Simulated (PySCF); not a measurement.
**C₆H₇BOS: electronic excitations**

What electronic excitations should C₆H₇BOS (`C#CC1=CCOCBS1`) show?

The runs use PySCF 2.14.0, with density-fitted response routines of our own; the level of theory stands in each step. All values are computed, except where a source is named. Atoms are numbered from 0 throughout.

## 1. The starting structure

16 atoms, charge 0, multiplicity 1; geometry from: GFN2-xTB.

Bonds of the start (Å): C0–C1 1.20, C1–C2 1.41, C2–C3 1.34, C3–C4 1.50, C4–O5 1.42, O5–C6 1.42, C6–B7 1.58, B7–S8 1.76, S8–C2 1.80, C0–H9 1.05, C3–H10 1.08, C4–H11 1.09, C4–H12 1.10, C6–H13 1.11, C6–H14 1.10, B7–H15 1.17.

## 2. Ultraviolet spectrum: B3LYP/def2-SVPD

The job: settings as JSON, then the geometry in Å.

```
{"job": {"kind": "uv", "xc": "B3LYP", "basis": "def2-SVPD", "nstates": 8, "ntriplets": 3}, "charge": 0, "multiplicity": 1}
C      3.771601     0.704408    -0.110893
C      2.618554     0.458685     0.117039
C      1.252016     0.212705     0.376244
C      0.765856    -1.027417     0.470581
C     -0.672964    -1.374392     0.712555
O     -1.482036    -1.065011    -0.407045
C     -2.123466     0.201032    -0.346178
B     -1.362662     1.483369     0.185088
S      0.322590     1.731508     0.615579
H      4.783994     0.898570    -0.305912
H      1.448521    -1.849197     0.301986
H     -0.768351    -2.452396     0.870721
H     -1.048276    -0.851447     1.605458
H     -3.055170     0.091213     0.240018
H     -2.453015     0.390856    -1.375512
H     -2.004791     2.456458     0.306344
```

With the program's defaults for keys left out, this is: TDDFT B3LYP/def2-SVPD, vertical, gas phase, core orbitals frozen in the response.

The run is started by

```console
> OMP_NUM_THREADS=1 python probes_run.py task.json out
```

This one command runs all jobs of the session in turn.

Predict these results of the whole session: lowest singlet (B3LYP/def2-SVPD); brightest single state of those computed; lowest triplet.

As calculated:

```
                                quantity                        value
        lowest singlet (B3LYP/def2-SVPD)  4.19 eV (296 nm), f = 0.016
brightest single state of those computed  state 3, 5.07 eV, f = 0.069
                          lowest triplet                      3.08 eV
```

The lowest singlet, at 4.19 eV, is HOMO→LUMO 0.78, HOMO−1→LUMO 0.18 and is weak; of the 8 states computed, the strongest absorption comes from state 3 at 5.07 eV. The lowest triplet lies 1.11 eV below the lowest singlet (triplets in Tamm-Dancoff, singlets in full TDDFT).
